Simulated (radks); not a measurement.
# Exchange and kinetic functionals tested on atomic densities: Mo⁺, Cs, Cr⁺, Ce⁴⁺, He

Aim: take each self-consistent density and evaluate many functionals on it, against the exact exchange and kinetic energies of the same orbitals. Every spin shell is full or empty, so the densities are truly spherical.

Method: non-relativistic Kohn-Sham, r2SCAN, spin-polarised, spherical densities, point nucleus; open shells are filled with parallel spins first. Code: radks (a radial shooting solver on a logarithmic mesh, Libxc functionals) version 1.

## (1) The system

```
species : Mo⁺ ([Kr] 4d5), Cs ([Xe] 6s1), Cr⁺ ([Ar] 3d5), Ce⁴⁺ ([Xe]), He ([He])
```

## (2) Mo⁺, [Kr] 4d5

Input:

```text
Z 42
configuration [Kr] 4d5
relativity non-relativistic
functional r2scan,r2scan
spin polarised
nucleus point
```

## (3) Cs, [Xe] 6s1

Input:

```text
Z 55
configuration [Xe] 6s1
relativity non-relativistic
functional r2scan,r2scan
spin polarised
nucleus point
```

## (4) Cr⁺, [Ar] 3d5

Input:

```text
Z 24
configuration [Ar] 3d5
relativity non-relativistic
functional r2scan,r2scan
spin polarised
nucleus point
```

## (5) Ce⁴⁺, [Xe]

Input:

```text
Z 58
configuration [Xe]
relativity non-relativistic
functional r2scan,r2scan
spin polarised
nucleus point
```

## (6) He, [He]

Input:

```text
Z 2
configuration [He]
relativity non-relativistic
functional r2scan,r2scan
spin polarised
nucleus point
```

Q: Predict the outcome of this session. Wanted: for each run, error in magnitude; Mo⁺; Cs; Cr⁺; Ce⁴⁺; He.

As calculated:

```
 error in magnitude (%)     Mo⁺      Cs     Cr⁺    Ce⁴⁺      He
          exchange, LDA   -5.23   -4.70   -6.57   -4.61  -13.71
          exchange, B88   +0.02   -0.00   +0.20   +0.01   +0.17
       exchange, PBEsol   -2.42   -2.22   -2.84   -2.17   -5.47
         exchange, PW91   -0.02   -0.03   +0.12   -0.02   -0.66
           exchange, WC   -0.94   -0.85   -1.10   -0.82   -3.08
         exchange, AM05   -4.84   -4.40   -5.87   -4.32  -10.46
        exchange, SOGGA   -2.44   -2.23   -2.87   -2.18   -5.68
         exchange, B86b   +0.01   -0.04   +0.24   -0.03   +0.01
         exchange, EV93   -0.17   -0.39   +0.71   -0.39   +5.15
  kinetic, Thomas-Fermi   -5.56   -5.16   -6.68   -5.12  -10.95
kinetic, von Weizsacker  -55.93  -59.70  -46.54  -60.35   -0.00
     kinetic, TF + vW/9   -0.66   -0.68   -0.74   -0.71   +0.16
          kinetic, LC94   +0.09   +0.06   +0.00   +0.02   -0.16
         kinetic, APBEK   +0.15   +0.10   +0.11   +0.07   -0.23
     kinetic, Perdew 92   -0.66   -0.67   -0.73   -0.70   +0.19
       kinetic, Thakkar   -0.49   -0.62   -0.35   -0.66   +0.14
       kinetic, Pearson   -0.96   -0.90   -1.34   -0.92   -4.63
           kinetic, LKT  +20.58  +18.50  +25.92  +18.12  +59.20
```

Negative means that the magnitude is too small. For exchange the mean absolute error is least for B86b (0.06 %) and largest for LDA (6.97 %). Among the orbital-free kinetic functionals LC94 (0.07 %) does best and von Weizsacker (44.51 %) worst. The functionals are evaluated on one density each, not self-consistently.
